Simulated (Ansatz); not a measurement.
Working through relaxations under a series of pressures of Sr2SeS, space group R-3m

Program: Ansatz 0.2.0, Python API.

Notebook, run cell by cell (the value of a cell's last expression is shown):

```python
import warnings

import ansatz
import numpy as np

def edges_and_angles(cell):
    cell = np.asarray(cell)
    a, b, c = np.linalg.norm(cell, axis=1)
    cosines = cell[1] @ cell[2] / (b * c), cell[0] @ cell[2] / (a * c), cell[0] @ cell[1] / (a * b)
    return (a, b, c, *np.degrees(np.arccos(cosines)))

warnings.simplefilter("ignore", ansatz.DeckWarning)
```

```python
crystal = (
    ansatz.Lattice.of((2.17815, 1.25756, 7.12217), (-2.17815, 1.25756, 7.12217), (0.0, -2.51511, 7.12217))
    .atom("Sr", (0.24718, 0.24718, 0.24718))
    .atom("Sr", (0.75282, 0.75282, 0.75282))
    .atom("Se", (0.0, 0.0, 0.0))
    .atom("S", (0.5, 0.5, 0.5))
)
```

```python
len(crystal.resolved().sites)
```

    4

```python
base = (
    crystal.calculation()
    .functional("lda")
    .kpoints(6)
    .occupations("fixed")
)
```

```python
# H = F + PV, with 1 GPa A^3 = 1/160.21766 eV
rows = []
for pressure in [0, 10, 20, 30, 40]:
    result = base.relax(cell=True, pressure=pressure, force_tolerance=0.005, max_steps=40).run(threads=1)
    cell = result.lattice.cell_ang
    n_atoms = len(result.lattice.sites)
    volume = abs(np.linalg.det(cell)) / n_atoms
    enthalpy = result.report["free_energy_ev"] / n_atoms + pressure * volume / 160.21766
    rows.append((pressure, volume, enthalpy, *edges_and_angles(cell)))
    print(f"{pressure} GPa done: {volume:.4f} A^3/atom")
```

    0 GPa done: 27.1721 A^3/atom
    10 GPa done: 23.6751 A^3/atom
    20 GPa done: 21.6459 A^3/atom
    30 GPa done: 20.2269 A^3/atom
    40 GPa done: 19.1348 A^3/atom

```python
print(" P (GPa)  V (A^3/atom)  H (eV/atom)     a       b       c")
for row in rows:
    print("{:8.1f} {:12.4f} {:14.5f} {:7.4f} {:7.4f} {:7.4f}".format(*row[:6]))
p, v = np.array([row[0] for row in rows], float), np.array([row[1] for row in rows])
print("mean bulk modulus between rows (GPa):", np.round(-np.diff(p) / np.diff(np.log(v)), 1))
```

     P (GPa)  V (A^3/atom)  H (eV/atom)     a       b       c
         0.0      27.1721    -3287.53979  7.3682  7.3682  7.3682
        10.0      23.6751    -3285.96547  7.0349  7.0349  7.0349
        20.0      21.6459    -3284.55536  6.8235  6.8235  6.8235
        30.0      20.2269    -3283.25082  6.6634  6.6634  6.6634
        40.0      19.1348    -3282.02377  6.5240  6.5240  6.5240
    mean bulk modulus between rows (GPa): [ 72.6 111.6 147.5 180.2]

The volume falls from 27.17 Å³ an atom at 0 GPa to 19.13 at 40 GPa, by 29.6 %. Between 0 and 10 GPa, -V dP/dV is about 73 GPa, a mean over that step.

Absolute energies stand on the zero of these potentials, so only differences at equal settings mean something. At a fixed pressure a relaxation lowers the enthalpy F + PV, while F alone can rise. The structure comes from a database of computed cells and needn't be a stable or known phase. Symmetry holds the cell in this phase, whether or not it is the stable one at each pressure. Hardware and time: 67 s on 1 thread of Intel(R) Xeon(R) 6975P-C (Granite Rapids), with other jobs on the host, peak memory 0.53 GiB.
